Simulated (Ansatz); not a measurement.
# H2CO: the cost of one run

All numbers below are computed with Ansatz 0.2.0 (DFT r2SCAN, plane waves, PAW, scalar-relativistic, no spin polarisation).

### Step 1. Starting point

The cell holds 24 atoms (C6H12O6): a = 7.153 Å, b = 7.153 Å, c = 7.153 Å, α = 90.00°, β = 90.00°, γ = 90.00°.

Its coordinates follow in the input file.

### Step 2. Preparing the start

input.yaml

```yaml
accuracy: low
crystal:
  lattice:
    - [7.15309, 0.0, 0.0]
    - [0.0, 7.15309, 0.0]
    - [0.0, 0.0, 7.15309]
  atoms:
    - { symbol: O, position: [0.4920005, 0.3035378, 1.0414657] }
    - { symbol: C, position: [0.5093052, 0.2414647, 0.8835348] }
    - { symbol: H, position: [0.5108279, 0.3327262, 0.7591185] }
    - { symbol: H, position: [0.5244489, 0.0904201, 0.8558469] }
    - { symbol: O, position: [0.1158295, 0.3614168, 0.4375923] }
    - { symbol: C, position: [0.0839694, 0.3397905, 0.2714239] }
    - { symbol: H, position: [0.0671311, 0.4589392, 0.1748296] }
    - { symbol: H, position: [0.0701232, 0.1998134, 0.2079803] }
    - { symbol: O, position: [0.6938145, 0.5287063, 0.2653681] }
    - { symbol: C, position: [0.6557791, 0.4227539, 0.3935168] }
    - { symbol: H, position: [0.5615648, 0.4636319, 0.5086822] }
    - { symbol: H, position: [0.7133613, 0.2798324, 0.4017723] }
    - { symbol: O, position: [0.1955503, 0.8469252, 0.594735] }
    - { symbol: C, position: [0.3474382, 0.769593, 0.5880636] }
    - { symbol: H, position: [0.476542, 0.8452413, 0.5503814] }
    - { symbol: H, position: [0.3646185, 0.6194655, 0.6193204] }
    - { symbol: O, position: [0.8430775, 1.030175, 0.0171555] }
    - { symbol: C, position: [0.7592106, 0.8821581, 0.0294857] }
    - { symbol: H, position: [0.8254041, 0.7471192, -0.0050589] }
    - { symbol: H, position: [0.6122443, 0.8746409, 0.0759056] }
    - { symbol: O, position: [-0.0569906, 0.0912151, 0.7048084] }
    - { symbol: C, position: [0.0730266, 0.1589055, 0.7920337] }
    - { symbol: H, position: [0.0529719, 0.2728753, 0.8941077] }
    - { symbol: H, position: [0.2183015, 0.1101287, 0.7739671] }
basis:
  ecutwfc: 500.0
kpoints:
  mp_grid: { grid: [1, 1, 1] }
hamiltonian:
  xc: r2scan
scf:
  occupations: { method: fermi_dirac, width: 0.05 }
  lower_state_search: "off"
relax:
  f_tol: 0.3
  max_steps: 15
  adjacent_minimum: "off"
```

Started as:

```console
$ ansatz run input.yaml --threads 1 --pin off --max-ram 3072MiB --backend cpu --events-out ev --progress --plain --runs-dir out
```

Q: Estimate wall time and peak memory on 1 thread of Arm Neoverse V2, shared host.

About 3 min, with a peak of 0.68 GiB.
